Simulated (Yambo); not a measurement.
An input for Yambo 5.3.0 (TiC):

optics6.in

```
optics
chi
DipApproach= "Covariant"
Chimod= "IP"
% BndsRnXd
 1 | 38 |
%
% LongDrXd
 1 | 1 | 1 |
%
% QpntsRXd
 1 | 1 |
%
% EnRngeXd
 0 | 15 | eV
%
% DmRngeXd
 0.1 | 0.1 | eV
%
ETStpsXd= 300
```

scf.in

```
&CONTROL
  calculation = 'scf'
  prefix = 'pwscf'
  outdir = './tmp'
  pseudo_dir = './pseudo'
/
&SYSTEM
  ibrav = 0
  nat = 2
  ntyp = 2
  ecutwfc = 84
  nbnd = 14
  occupations = 'smearing'
  smearing = 'fd'
  degauss = 0.00367493
  force_symmorphic = .true.
/
&ELECTRONS
  conv_thr = 4d-10
  electron_maxstep = 120
  mixing_beta = 0.5
/
ATOMIC_SPECIES
Ti    47.8670 Ti.upf
C     12.0110 C.upf
CELL_PARAMETERS angstrom
   0.0000000000    2.1657188437    2.1657188437
   2.1657188437    0.0000000000    2.1657188437
   2.1657188437    2.1657188437    0.0000000000
ATOMIC_POSITIONS crystal
Ti     0.0000000000    0.0000000000    0.0000000000
C      0.5000000000    0.5000000000    0.5000000000
K_POINTS automatic
20 20 20 0 0 0
```

Contents of nscf.in:

```
&CONTROL
  calculation = 'nscf'
  prefix = 'pwscf'
  outdir = './tmp'
  pseudo_dir = './pseudo'
/
&SYSTEM
  ibrav = 0
  nat = 2
  ntyp = 2
  ecutwfc = 84
  nbnd = 38
  occupations = 'smearing'
  smearing = 'fd'
  degauss = 0.00367493
  force_symmorphic = .true.
/
&ELECTRONS
  conv_thr = 1d-08
  diago_full_acc = .true.
  diago_thr_init = 1d-06
/
ATOMIC_SPECIES
Ti    47.8670 Ti.upf
C     12.0110 C.upf
CELL_PARAMETERS angstrom
   0.0000000000    2.1657188437    2.1657188437
   2.1657188437    0.0000000000    2.1657188437
   2.1657188437    2.1657188437    0.0000000000
ATOMIC_POSITIONS crystal
Ti     0.0000000000    0.0000000000    0.0000000000
C      0.5000000000    0.5000000000    0.5000000000
K_POINTS automatic
20 20 20 0 0 0
```

Potentials or basis: PseudoDojo 0.4.1 SR PBE standard.

Run with:

```sh
$ OMP_NUM_THREADS=1 pw.x -in scf.in > scf.out
$ OMP_NUM_THREADS=1 pw.x -in nscf.in > nscf.out
$ cd tmp/pwscf.save; p2y; mv SAVE ../..; cd ../..
$ OMP_NUM_THREADS=1 yambo
$ OMP_NUM_THREADS=1 yambo -F optics6.in -J optics6 -C optics6_out
```

Q: How does this run end?

A: The run stopped without a result. It printed:

Yambo's report:

```text
[... sections 02.01 to 02.04 as in the set-up run ...]

  [02.05] Energies & Occupations
  ==============================

  [X] === General ===
  [X] Electronic Temperature                        :  0.258606E-1   300.100    [eV K]
  [X] Bosonic    Temperature                        :  0.258606E-1   300.100    [eV K]
  [X] Finite Temperature mode                       : yes
  [X] El. density                                   :  0.78756E+24 [cm-3]
[... 79 lines left out ...]

  [04.01] Setup: observables and procedures
  =========================================

   Smallest q vectors (crystal coordinates) :
        0.050000      0.050000      0.050000
   Smallest g0 vector in each direction: positive:   8   7   6
                                         negative:   3   4   5
   Lenght of G vectors in each direction:     1.32956495    1.32956495    1.32956495

  [ERROR] STOP signal received while in[04.01] Setup: observables and procedures

  [ERROR] Covariant dipoles not implemented for metals
```

Among its messages:

```text
[X] Metallic system
```
